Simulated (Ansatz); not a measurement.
# Ti3H: the cost of one run

Program: Ansatz 0.2.0. Level of theory: DFT PBE, scalar-relativistic, plane waves, PAW. These are calculated values, not measurements.

## Step 1: The structure to begin with

It takes space group Fd-3m (No. 227, cubic). Conventional cell: a = 7.725 Å, b = 7.725 Å, c = 7.725 Å, α = 90.00°, β = 90.00°, γ = 90.00°. Ti (site symmetry -3m) has 2 Ti at 1.67 Å as nearest neighbours. Around Ti (site symmetry -43m) lie 4 Ti at 1.67 Å. H (site symmetry -43m) is surrounded by 16 Ti at 3.20 to 3.35 Å.

Coordinates:

```cif
data_structure
_symmetry_space_group_name_H-M 'P 1'
_symmetry_Int_Tables_number 1
_cell_length_a 5.4626
_cell_length_b 5.4626
_cell_length_c 5.4626
_cell_angle_alpha 60.000
_cell_angle_beta 60.000
_cell_angle_gamma 60.000
_cell_volume 115.26
loop_
_atom_site_label
_atom_site_type_symbol
_atom_site_fract_x
_atom_site_fract_y
_atom_site_fract_z
_atom_site_occupancy
Ti1 Ti 0.62500 0.62500 0.62500 1
Ti2 Ti 0.62500 0.62500 0.12500 1
Ti3 Ti 0.62500 0.12500 0.62500 1
Ti4 Ti 0.12500 0.62500 0.62500 1
Ti5 Ti 0.75000 0.75000 0.75000 1
Ti6 Ti 0.50000 0.50000 0.50000 1
H1 H 0.00000 0.00000 0.00000 1
H2 H 0.25000 0.25000 0.25000 1
```

A structure generator made this guess: random cell by space group and Wyckoff sites (Fd-3m, No. 227). The dimensions are guesses.

## Step 2: The guess as it stands, on a coarse mesh

input.yaml reads:

```yaml
crystal:
  lattice:
    - [0.0, 3.86263696, 3.86263696]
    - [3.86263696, 0.0, 3.86263696]
    - [3.86263696, 3.86263696, 0.0]
  atoms:
    - { symbol: Ti, position: [0.625, 0.625, 0.625] }
    - { symbol: Ti, position: [0.625, 0.625, 0.125] }
    - { symbol: Ti, position: [0.625, 0.125, 0.625] }
    - { symbol: Ti, position: [0.125, 0.625, 0.625] }
    - { symbol: Ti, position: [0.75, 0.75, 0.75] }
    - { symbol: Ti, position: [0.5, 0.5, 0.5] }
    - { symbol: H, position: [0.0, 0.0, 0.0] }
    - { symbol: H, position: [0.25, 0.25, 0.25] }
basis:
  ecutwfc: 420
kpoints:
  mp_grid: { grid: [4, 4, 4] }
hamiltonian:
  xc: pbe
scf:
  occupations: { method: gaussian, width: 0.1 }
  lower_state_search: "off"
output:
  forces: true
  stress: true
  eigenvalues: true
```

On the command line:

```
$ ansatz run input.yaml --threads 1 --pin off --max-ram 2560MiB --backend cpu --events-out ev --progress --plain --runs-dir out
```

What time and memory should one allow on 1 thread of Intel Xeon at 2.50GHz (Skylake/Cascade Lake), shared host?

About 7.9 s, with a peak of 0.4 GiB.
